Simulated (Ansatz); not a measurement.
# C2H5AlF (SMILES [CH2][Al]([CH3])[F]) at UCAM-B3LYP/def2-SVP

What is the electronic atomisation energy of C2H5AlF at UCAM-B3LYP/def2-SVP? 

The calculation is run with Ansatz 0.2.0.

55 further runs of the same task are left out: 1 that didn't finish, 54 set aside as unsound or not needed.

## (1) The structure to begin with

C2H5AlF has 9 atoms, charge 0, and is taken as a doublet. SMILES: `[CH2][Al]([CH3])[F]`. The coordinates come from a PBE0-D4/def2-TZVP relaxation. This is one conformer, not always the lowest.

Bond lengths: C1–Al2 1.918 Å, Al2–C3 1.939 Å, Al2–F4 1.657 Å, C1–H5 1.088 Å, C1–H6 1.089 Å, C3–H7 1.094 Å, C3–H8 1.094 Å, C3–H9 1.093 Å. Some angles: C1–Al2–C3 125.9°, C1–Al2–F4 116.2°, C3–Al2–F4 117.9°, Al2–C1–H5 124.0°, Al2–C1–H6 123.9°, Al2–C3–H7 111.0°, Al2–C3–H8 110.9°, Al2–C3–H9 112.4°, H5–C1–H6 112.2°, H7–C3–H8 106.5°.

## (2) A single-point energy at UCAM-B3LYP/def2-SVP

input.yaml

```yaml
crystal:
  periodic: [false, false, false]
  atoms:
    - {symbol: C, position_ang: [-0.686400, 1.587500, -0.820000]}
    - {symbol: Al, position_ang: [-0.112800, -0.228700, -0.596500]}
    - {symbol: C, position_ang: [0.607100, -1.002300, 1.029300]}
    - {symbol: F, position_ang: [-0.253200, -1.209400, -1.924700]}
    - {symbol: H, position_ang: [-1.086800, 1.989200, -1.748800]}
    - {symbol: H, position_ang: [-0.649000, 2.336800, -0.031000]}
    - {symbol: H, position_ang: [-0.009300, -1.839800, 1.370600]}
    - {symbol: H, position_ang: [1.611200, -1.403400, 0.860100]}
    - {symbol: H, position_ang: [0.667900, -0.276300, 1.843700]}
basis:
  gaussian:
    orbitals: def2-SVP
total_charge: 0
magnetization:
  spin_polarized: true
  initial_magnetization: 1
hamiltonian:
  xc: {name: CAM-B3LYP}
accuracy: high
output: {orbitals: {seedname: orbitals}}
```

Run with:

```bash
ansatz run input.yaml --threads 1 --pin off --max-ram 3480MiB --events-out events.jsonl --progress --plain --runs-dir runs
```

Output:

```text
Warning: RAYON_NUM_THREADS=1 ignored (pool sized by the plan → 1); use --threads N
Functional definition: CAM-B3LYP
  name "CAM-B3LYP"
  parameter alpha = 0.19
  parameter beta = 0.46
  parameter omega = 0.33/bohr
  parameter ac = 0.81
  exchange = (1 - alpha - beta)*b88_x + beta*b88_x_sr(omega) + alpha*exact_x + beta*exact_x_lr(omega)
  correlation = (1 - ac)*vwn5_c + ac*lyp_c
1920 factors; integrals over basis functions are off by at most 7.2e-9 eV
428 factors; integrals over basis functions are off by at most 2.3e-9 eV
mean field evaluation 1: about -11456.1221 eV, gradient 3.8e1 eV
mean field evaluation 2: about -11456.4100 eV, gradient 4.0e1 eV
mean field evaluation 4: about -11462.3387 eV, gradient 9.1e-1 eV
mean field evaluation 8: about -11462.4512 eV, gradient 9.2e-2 eV
mean field evaluation 16: about -11462.4512 eV, gradient 1.1e-4 eV
mean field -11462.45124010 eV, -421.2373135453 hartree, gradient 5.4e-8 eV, S^2 0.752676; 0 other end points of the search recorded, 0 dependent functions left out
reference -11462.45126056 eV, -421.2373142972 hartree; 20, 19 occupied and 65, 66 virtual orbitals, 1920 factors
Total energy: -11462.45126056 eV, -421.2373142972 hartree
```

Wall time 15 s (1 thread of Arm Neoverse V1, shared host); peak memory 0.43 GiB.

## (3) The Al atom at the same level

run.yaml

```yaml
crystal:
  periodic: [false, false, false]
  atoms:
    - symbol: Al
      position_ang: [0.000000, 0.000000, 0.000000]
basis:
  gaussian:
    orbitals: def2-SVP
magnetization:
  spin_polarized: true
  initial_magnetization: 1
hamiltonian:
  xc: {name: CAM-B3LYP}
accuracy: high
```

Run the same way, it converges to -242.28167 Eh (log not shown).

## (4) The C atom

molecule.yaml

```yaml
crystal:
  periodic: [false, false, false]
  atoms:
    - {symbol: C, position_ang: [0.000000, 0.000000, 0.000000]}
basis:
  gaussian: {orbitals: def2-SVP}
magnetization: {spin_polarized: true, initial_magnetization: 2}
accuracy: high
hamiltonian: {xc: {name: CAM-B3LYP}}
```

Run the same way, it converges to -37.79154 Eh (log not shown).

## (5) The F atom, same level

input.yaml

```yaml
crystal:
  periodic: [false, false, false]
  atoms:
    - symbol: F
      position_ang: [0.000000, 0.000000, 0.000000]
basis:
  gaussian:
    orbitals: def2-SVP
magnetization:
  spin_polarized: true
  initial_magnetization: 1
hamiltonian:
  xc: {name: CAM-B3LYP}
accuracy: high
```

Run the same way, it converges to -99.61656 Eh (log not shown).

## (6) The H atom at the same level

input.yaml

```yaml
crystal:
  periodic: [false, false, false]
  atoms:
    - {symbol: H, position_ang: [0.000000, 0.000000, 0.000000]}
basis:
  gaussian: {orbitals: def2-SVP}
hamiltonian: {xc: {name: CAM-B3LYP}}
magnetization: {spin_polarized: true, initial_magnetization: 1}
accuracy: high
```

Run the same way, it converges to -0.49790 Eh (log not shown).

## (7) Summary of results

At UCAM-B3LYP/def2-SVP:

| quantity | value |
| --- | --- |
| molecule: total energy | -421.23731 Eh |
| molecule: HOMO energy (highest over α and β) | -8.51 eV |
| molecule: LUMO energy (lowest over α and β) | -1.55 eV |
| molecule: ⟨S²⟩ | 0.753 |
| Al atom: total energy | -242.28167 Eh |
| Al atom: ⟨S²⟩ | 0.753 |
| C atom: total energy | -37.79154 Eh |
| C atom: ⟨S²⟩ | 2.002 |
| F atom: total energy | -99.61656 Eh |
| F atom: ⟨S²⟩ | 0.751 |
| H atom: total energy | -0.49790 Eh |
| H atom: ⟨S²⟩ | 0.750 |
| electronic atomisation energy | 34.464 eV |

In words: Taking the molecule apart into free atoms costs 34.46 eV (3325 kJ/mol), before zero-point energy and without spin-orbit coupling.
